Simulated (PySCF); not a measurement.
**A gas-phase reaction: H7NO2Si2 + GeH4O4 → GeH9NO5Si2 + H2O**

Programs: PySCF 2.14.0. All values are calculated, for the isolated system unless a continuum is named. Atoms count from 0, parts from 1.

## (1) The system as given

Each species was relaxed by itself at GFN2-xTB.

## (2) Energies of the species: PBE0-D3(BJ)/def2-SVP

Job settings and geometry (Å):

```
{"job": {"kind": "react", "xc": "PBE0", "basis": "def2-SVP", "disp": "d3bj"}, "charge": 0, "multiplicity": 1}
-1 H7NO2Si2 charge 0 multiplicity 1
N      1.035920     0.094900    -2.134320
Si    -0.507120    -0.088930    -1.399800
O     -0.504560    -0.105280     0.225920
Si    -0.341540     0.377860     1.760450
O      0.405660    -0.774900     2.622070
H      1.438980     1.013040    -2.223810
H      1.759980    -0.576450    -1.935280
H     -0.996850    -1.417120    -1.750180
H     -1.306720     1.049700    -1.834460
H      0.581360     1.496000     1.863160
H     -1.699870     0.618890     2.237640
H      0.134760    -1.687720     2.568600

-1 GeH4O4 charge 0 multiplicity 1
O     -1.090690     0.138790     1.325210
Ge    -0.000900     0.000240    -0.000160
O     -0.227720     1.388150    -0.992990
O     -0.343130    -1.490840    -0.789600
O      1.658740    -0.032480     0.456250
H     -1.185140     1.015000     1.693590
H      0.472420     1.571520    -1.616330
H     -1.267470    -1.721360    -0.859040
H      1.983880    -0.869020     0.783070

+1 GeH9NO5Si2 charge 0 multiplicity 1
O      2.091070     0.814150    -0.409840
Si     2.329610    -0.051310     0.936970
O      0.968230    -0.738650     1.500200
Si    -0.460820    -1.473690     1.448120
N     -1.533260    -0.588950     0.413010
Ge    -1.150100     0.422650    -1.026290
O     -2.641020     0.689000    -1.861970
O     -0.011980    -0.197180    -2.154000
O     -0.496980     1.970510    -0.493930
H      1.410860     1.494440    -0.428050
H      2.766020     0.773990     2.057570
H      3.224900    -1.101190     0.474930
H     -0.236270    -2.834430     0.954680
H     -1.013430    -1.371900     2.797000
H     -2.491830    -0.892770     0.442180
H     -2.562350     0.728170    -2.813470
H      0.904710    -0.133350    -1.873730
H     -1.097370     2.490530     0.036630

+1 H2O charge 0 multiplicity 1
O      0.000200     0.379340    -0.004960
H     -0.772230    -0.189200     0.009260
H      0.772030    -0.190140    -0.004300
```

Method: PBE0-D3(BJ)/def2-SVP reaction energy of separated species, gas phase.

Started as:

```
OMP_NUM_THREADS=1 python cluster_run.py task.json out
```

The driver reads the jobs from task.json and runs them one after another.

Q: Estimate the wall time and peak memory of this first job on 1 thread of Arm Neoverse V2, shared host.

About 26 s, with a peak of 0.74 GiB.
